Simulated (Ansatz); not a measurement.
# H7N2PSi2: up Jacob's ladder to CCSD(T)

The task here is to estimate one member of a computed series from the others.

The runs use Ansatz 0.2.0, Gaussian basis; functionals in def2-TZVPP, the program's frozen cores in correlated methods.

Plan: LDA (SPW92), PBE-D4, revPBE-D4, BLYP-D4, r2SCAN-D4, B97M-V, PBE0-D4, B3LYP-D4, r2SCANh-D4, r2SCAN0-D4, HSE06-D4, BHLYP-D4, CAM-B3LYP-D4, LC-ωPBE, ωB97X-V, ωB97M-V, B2PLYP, PBE-QIDH; CCSD(T)/def2-SVP; CCSD(T)/def2-TZVPP; MP2/def2-QZVPP; extrapolation to the limit; RPA on PBE.

## The relaxed structure

The geometry comes from an earlier relaxation with PBE0-D4 in a triple-zeta def2 set; it is a stationary point, not always the lowest conformer.

12 atoms, charge 0, spin multiplicity 1.

Atoms are counted from 1 here; the program's logs count them from 0.

Bond lengths: N1–P2 1.804 Å, N1–H6 1.015 Å, N1–H7 1.016 Å, P2–Si3 2.301 Å, P2–H8 1.423 Å, Si3–N4 1.707 Å, Si3–H9 1.493 Å, Si3–H11 1.483 Å, N4–Si5 1.779 Å, N4–H10 1.007 Å, Si5–H12 1.539 Å. Angles: P2–N1–H6 112.2°, P2–N1–H7 109.4°, H6–N1–H7 107.1°, N1–P2–Si3 93.4°, N1–P2–H8 97.1°, Si3–P2–H8 95.5°, P2–Si3–N4 102.2°, P2–Si3–H9 109.7°, P2–Si3–H11 107.5°, N4–Si3–H9 114.3°, N4–Si3–H11 113.8°, H9–Si3–H11 108.9°, Si3–N4–Si5 115.1°, Si3–N4–H10 121.1°, Si5–N4–H10 118.6°, N4–Si5–H12 94.1°.

Set-up of the first run:

Input file in.yaml:

```yaml
crystal:
  periodic: [false, false, false]
  atoms:
    - {symbol: N, position_ang: [-1.491608, 0.441649, -0.094595]}
    - {symbol: P, position_ang: [-0.907762, -0.685396, 1.187144]}
    - {symbol: Si, position_ang: [1.258669, -0.662861, 0.413073]}
    - {symbol: N, position_ang: [1.137796, 0.332941, -0.968626]}
    - {symbol: Si, position_ang: [-0.003992, 1.689185, -0.822079]}
    - {symbol: H, position_ang: [-1.877971, -0.052567, -0.892044]}
    - {symbol: H, position_ang: [-2.233301, 1.025197, 0.282282]}
    - {symbol: H, position_ang: [-1.272572, -1.897120, 0.535495]}
    - {symbol: H, position_ang: [1.704910, -2.058884, 0.127397]}
    - {symbol: H, position_ang: [1.348960, -0.022799, -1.887146]}
    - {symbol: H, position_ang: [2.109759, -0.095573, 1.486696]}
    - {symbol: H, position_ang: [0.304013, 1.931025, 0.666505]}
basis:
  gaussian: {orbitals: def2-TZVPP}
hamiltonian: {xc: lda}
output: {orbitals: {seedname: orbitals}}
```

Started as:

```console
ansatz run in.yaml --threads 4 --pin off --events-out ev --progress --plain --max-ram 10444MiB
```

Among the steps run: LDA; PBE-D4 (GGA); revPBE-D4 (GGA); BLYP-D4 (GGA); r2SCAN-D4 (meta-GGA); B97M-V (meta-GGA); PBE0-D4 (hybrid); B3LYP-D4 (hybrid); r2SCANh-D4 (hybrid); r2SCAN0-D4 (hybrid); HSE06-D4 (hybrid); BHLYP-D4 (hybrid); CAM-B3LYP-D4 (range-separated); LC-ωPBE (range-separated); ωB97X-V (range-separated); ωB97M-V (range-separated); B2PLYP (double hybrid); PBE-QIDH (double hybrid).

One of the session's tables, all rows but one given; the rest of the session is left out.

It belongs to the step «Orbital energies across the functionals». 

```
  functional  HOMO (eV)  gap (eV)
 LDA (SPW92)      -4.68      2.51
      PBE-D4      -4.59      2.61
   revPBE-D4      -4.54      2.65
     BLYP-D4      -4.45      2.62
   r2SCAN-D4      -4.73      2.99
      B97M-V      -4.85      3.01
     PBE0-D4      -5.54      4.43
    B3LYP-D4      -5.36      4.06
  r2SCANh-D4      -5.09      3.66
  r2SCAN0-D4      -5.63      4.66
    HSE06-D4      -5.15      3.66
    BHLYP-D4      -6.40      6.21
CAM-B3LYP-D4          ?         ?
     LC-ωPBE      -7.99      9.07
     ωB97X-V      -7.70      8.63
     ωB97M-V      -7.56      8.25
```

Q: Estimate the row for CAM-B3LYP-D4 from the others.

**Answer.** HOMO (eV): -6.75; gap (eV): 6.68. In the column «HOMO (eV)» it lies between ωB97M-V (-7.56) and BHLYP-D4 (-6.40).
